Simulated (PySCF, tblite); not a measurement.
# C6H13ClGeO: geometry, infrared bands and NMR shifts

Wanted: the infrared bands and NMR shifts of C6H13ClGeO (`CC[C@@H]1[CH2][GeH2][C@@H](Cl)CO1`), by calculation.

The runs use tblite 0.8.0 and PySCF 2.14.0, with density-fitted response routines of our own; the level of theory stands in each step. All values are computed, except where a source is named. Atoms count from 0, in the outputs and in this text.

## Step 1: Starting geometry

22 atoms, charge 0, multiplicity 1; geometry from: force field or distance geometry start.

Bonds of the start (Å): C0–C1 1.51, C1–C2 1.55, C2–C3 1.52, C3–Ge4 1.94, Ge4–C5 1.94, C5–Cl6 1.79, C5–C7 1.52, C7–O8 1.42, O8–C2 1.42, C0–H9 1.11, C0–H10 1.11, C0–H11 1.12, C1–H12 1.11, C1–H13 1.12, C2–H14 1.11, C3–H15 1.11, C3–H16 1.12, Ge4–H17 1.55, Ge4–H18 1.55, C5–H19 1.12, C7–H20 1.11, C7–H21 1.11.

## Step 2: Optimising the geometry with GFN2-xTB

The job: settings as JSON, then the geometry in Å.

```
{"job": {"kind": "relax", "xc": "GFN2-xTB", "basis": "xTB"}, "charge": 0, "multiplicity": 1}
C     -2.743900     0.704300    -0.790500
C     -2.041200    -0.408800    -0.047200
C     -0.500000    -0.248700    -0.080500
C      0.163400    -1.447400     0.574800
Ge     2.084900    -1.198300     0.572300
C      2.236500     0.703200     0.911400
Cl     3.830000     1.287700     0.350000
C      1.118300     1.441800     0.190800
O     -0.153100     0.951000     0.597700
H     -2.537700     1.690100    -0.319400
H     -2.434800     0.723300    -1.854700
H     -3.852800     0.533200    -0.751500
H     -2.325600    -1.382300    -0.490800
H     -2.379600    -0.419900     1.016400
H     -0.220600    -0.213700    -1.158800
H     -0.082700    -2.390400     0.050600
H     -0.168400    -1.543000     1.642400
H      2.785800    -2.043000     1.661400
H      2.634400    -1.510400    -0.843400
H      2.159500     0.877500     2.013800
H      1.248700     1.398200    -0.913600
H      1.168300     2.514900     0.459600
```

The run is started by

```
> OMP_NUM_THREADS=1 python probes_run.py task.json out
```

One launch serves the whole session: the jobs run in the order shown.

**Question.** This job is followed by: GFN2-xTB harmonic vibrations, gas phase; GIAO PBE0/pcSseg-1 NMR shielding, non-relativistic, gas phase. Predict these results of the whole session: strongest single infrared mode (GFN2-xTB); zero-point energy (GFN2-xTB); 13C shifts against TMS (PBE0/pcSseg-1); 1H shifts against TMS (PBE0/pcSseg-1, means over atoms taken as alike); 73Ge shifts against GeMe4 (PBE0/pcSseg-1); 35Cl shifts against HCl (PBE0/pcSseg-1); 17O shifts against H2O (PBE0/pcSseg-1).

**Answer**, as computed:

```
                                                              quantity                                                                 value
                             strongest single infrared mode (GFN2-xTB)                                                 2029 cm⁻¹, 416 km/mol
                                          zero-point energy (GFN2-xTB)                                                        109.3 kcal/mol
                                13C shifts against TMS (PBE0/pcSseg-1)                                85.5, 80.3, 42.6, 38.0, 23.2, 13.8 ppm
1H shifts against TMS (PBE0/pcSseg-1, means over atoms taken as alike)  4.66, 4.27, 3.96, 3.46, 3.41, 3.05, 1.51, 1.34, 1.20, 1.12, 0.93 ppm
                             73Ge shifts against GeMe4 (PBE0/pcSseg-1)                                                              -136 ppm
                               35Cl shifts against HCl (PBE0/pcSseg-1)                                                                86 ppm
                                17O shifts against H2O (PBE0/pcSseg-1)                                                              80.2 ppm
```

In words: The optimisation took 66 steps and gained 0.247 eV; among the close pairs (by a distance rule), Ge4–H18 changed most, from 1.550 to 1.503 Å. All 60 modes are real, so the xTB geometry is a minimum. The strongest single mode, at 2029 cm⁻¹, moves mainly H18 and H17. GFN2-xTB is a fitted tight-binding method: band positions and strengths are rough. Its intensities can rank the bands wrongly. C2 (sp3 CH bonded to O) lies farthest downfield among carbon, at 85.5 ppm; pulled downfield by the heteroatom. At PBE0/pcSseg-1: The widest tensor belongs to Cl6: span 329 ppm, with a paramagnetic part of -281 ppm. Spin-orbit coupling is left out, which matters for shieldings and couplings at and beside the heavy atoms.
